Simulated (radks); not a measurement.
# Cd⁴⁺ in [Kr] 4d8: an all-electron calculation

The task here is to estimate one member of a computed series from the others.

Program: radks (a radial shooting solver on a logarithmic mesh, Libxc functionals) version 1. Level of theory: Dirac Kohn-Sham, PBE, spin-unpolarised, spherical densities, finite nucleus; open shells fill j = l - 1/2 first. These are calculated values, not measurements, unless marked.

### What is computed

| Item | Value |
| --- | --- |
| element | cadmium (Z = 48) |
| charge | +4 |
| electrons | 44 |
| configuration | [Kr] 4d8 |
| nuclear rms radius | 4.6087 fm |

The first run:

Settings of this run:

```text
Z 48
configuration [Kr] 4d8 5s0 5p0
relativity Dirac
functional pbe,pbe
spin unpolarised
j_filling energy
nucleus finite rms 4.6087 fm
c 137.035999084
```

Run with:

```sh
$ python run_ks.py task.json out
```

This one command runs every case of the session in turn.

One table of the session follows, with a row left open; its other results are not shown here.

It belongs to the step «Orbitals and density». Radial moments (bohr):

```
level      <r>  outermost maximum (interpolated)  90 % within  nodes
1s1/2  0.03040                            0.0197       0.0546      0
2s1/2   0.1313                             0.111        0.203      1
2p1/2   0.1112                            0.0860        0.182      0
2p3/2   0.1164                            0.0903        0.189      0
3s1/2   0.3580                             0.324        0.527      2
3p1/2   0.3493                             0.310        0.526      1
3p3/2   0.3603                             0.320        0.542      1
3d3/2   0.3325                             0.264        0.526      0
3d5/2   0.3360                             0.267        0.531      0
4s1/2   0.8713                             0.794         1.26      3
4p1/2   0.9243                             0.825         1.36      2
4p3/2        ?                                 ?            ?      ?
4d3/2    1.146                             0.951         1.76      1
4d5/2    1.157                             0.960         1.78      1
5s1/2    2.131                              1.95         3.04      4
5p1/2    2.392                              2.18         3.42      3
5p3/2    2.448                              2.24         3.50      3
```

Q: Estimate the row for 4p3/2 from the others.

The run gave: <r>: 0.9524; outermost maximum (interpolated): 0.849; 90 % within: 1.40; nodes: 2. In the column «<r>» it lies between 4p1/2 (0.9243) and 4d3/2 (1.146).

Caveats from the session: Spin polarisation and multiplet splitting are left out.
